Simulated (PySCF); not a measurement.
# C5H13NSi: the cost of one run

Computed with PySCF 2.14.0, with density-fitted response routines of our own, on a single molecule in the gas phase. Atoms are numbered from 0 throughout.

## Step 1: The starting structure

20 atoms, charge 0, multiplicity 1; geometry from: GFN2-xTB.

Bonds of the start (Å): C0–C1 1.49, C1–C2 1.33, C2–Si3 1.89, Si3–C4 1.90, Si3–N5 1.73, N5–C6 1.44, C0–H7 1.09, C0–H8 1.09, C0–H9 1.09, C1–H10 1.09, C2–H11 1.08, Si3–H12 1.48, C4–H13 1.08, C4–H14 1.08, C4–H15 1.09, N5–H16 1.01, C6–H17 1.09, C6–H18 1.09, C6–H19 1.10.

## Step 2: TDDFT and polarisability: wB97X-D/def2-SVPD

The job: settings as JSON, then the geometry in Å.

```
{"job": {"kind": "uv", "xc": "wB97X-D", "basis": "def2-SVPD", "nstates": 8, "ntriplets": 3}, "charge": 0, "multiplicity": 1}
C      1.971033    -0.927462    -0.472538
C      1.752308    -0.515459     0.943162
C      0.738531     0.215114     1.389989
Si    -0.699308     0.940565     0.404987
C     -0.176201     2.269152    -0.845684
N     -1.427063    -0.318989    -0.526373
C     -1.848005    -1.572362     0.053628
H      1.125795    -0.647040    -1.092581
H      2.117389    -2.006184    -0.531333
H      2.873892    -0.453478    -0.860317
H      2.516046    -0.862600     1.633952
H      0.726273     0.437851     2.450994
H     -1.599805     1.562575     1.404723
H      0.399508     3.043269    -0.350540
H      0.435929     1.864685    -1.644689
H     -1.040308     2.744937    -1.298104
H     -2.030686    -0.044174    -1.287774
H     -1.905535    -2.342865    -0.717577
H     -1.111047    -1.872605     0.795142
H     -2.823894    -1.504252     0.547898
```

Method: TDDFT wB97X-D/def2-SVPD, vertical, gas phase, core orbitals frozen in the response.

Run with:

```bash
> OMP_NUM_THREADS=1 python probes_run.py task.json out
```

One launch serves the whole session: the jobs run in the order shown.

**Question.** How long does this job take on 1 thread of Arm Neoverse N1, shared host, and how much memory does it need?

About 1.7 min, with a peak of 1.1 GiB.
